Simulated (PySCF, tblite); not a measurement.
**C₈H₉O radical: geometry, infrared bands and EPR parameters**

Wanted: the infrared bands and EPR parameters of C₈H₉O radical (`CC(=O)C1=CCC=[C]C1`), by calculation.

Programs: tblite 0.8.0 and PySCF 2.14.0, with density-fitted response routines of our own. Each step states its level of theory. These are calculated values for one molecule in the gas phase, unless marked as measured. Atoms count from 0, in the outputs and in this text.

## 1. The starting structure

18 atoms, charge 0, multiplicity 2; geometry from: force field or distance geometry start.

Bonds of the start (Å): C0–C1 1.47, C1–O2 1.25, C1–C3 1.47, C3–C4 1.31, C4–C5 1.47, C5–C6 1.48, C6–C7 1.34, C7–C8 1.49, C8–C3 1.51, C0–H9 1.13, C0–H10 1.13, C0–H11 1.08, C4–H12 1.09, C5–H13 1.11, C5–H14 1.13, C6–H15 1.08, C8–H16 1.11, C8–H17 1.10.

## 2. Optimising the geometry with GFN2-xTB

What the job is given:

```
{"job": {"kind": "relax", "xc": "GFN2-xTB", "basis": "xTB"}, "charge": 0, "multiplicity": 2}
C     -2.613400    -0.835600    -0.087600
C     -1.695300     0.123900    -0.708700
O     -2.155900     0.950900    -1.529800
C     -0.256200     0.153800    -0.400700
C      0.516300     1.035200    -0.980100
C      1.968200     1.165500    -0.767200
C      2.524500    -0.119700    -0.275900
C      1.777300    -1.040400     0.351900
C      0.319300    -0.830000     0.583400
H     -3.488000    -0.947300    -0.790800
H     -3.065900    -0.334300     0.819400
H     -2.218900    -1.797900     0.216900
H      0.039500     1.717600    -1.676100
H      2.532300     1.409800    -1.692700
H      2.220800     1.940700     0.020100
H      3.574500    -0.335500    -0.402700
H     -0.182100    -1.807200     0.438400
H      0.194300    -0.443100     1.605800
```

Command:

```sh
$ OMP_NUM_THREADS=1 python probes_run.py task.json out
```

This one command runs all jobs of the session in turn.

**Question.** This job is followed by: GFN2-xTB harmonic vibrations, gas phase; UKS B3LYP, pcH-1 on C H O, non-relativistic, mean-field spin-orbit, GIAO. Predict these results of the whole session: strongest single infrared mode (GFN2-xTB); zero-point energy (GFN2-xTB); g(iso) (B3LYP); ⟨S²⟩; largest a(iso) (averaged by class); potential on the surface of density 0.002 e/bohr³, 1st and 99th percentile.

**Answer**, as computed:

```
                                                                  quantity                  value
                                 strongest single infrared mode (GFN2-xTB)  1656 cm⁻¹, 255 km/mol
                                              zero-point energy (GFN2-xTB)          89.3 kcal/mol
                                                            g(iso) (B3LYP)                2.00231
                                                                      ⟨S²⟩     0.759 (exact 0.75)
                                        largest a(iso) (averaged by class)   13C on C7, 354.4 MHz
potential on the surface of density 0.002 e/bohr³, 1st and 99th percentile     -1.71 V and 1.11 V
```

What this shows: Relaxing lowered the energy by 0.495 eV in 87 steps; the close pair that moved most is C6–C7, from 1.342 to 1.296 Å. All 48 modes are real, so the xTB geometry is a minimum. The strongest single mode, at 1656 cm⁻¹, moves mainly C4 and C3. Unscaled tight-binding wavenumbers are off by several per cent, some by more. Its intensities can rank the bands wrongly. Most of the unpaired spin sits on C7 (1.00 e). The isotropic g lies 0.0 ppt below the free-electron value. These values are for one conformer; the search (at its own cheap level) found 2 more, at 0.27, 0.58 kcal/mol, and measured spectra average over such forms.
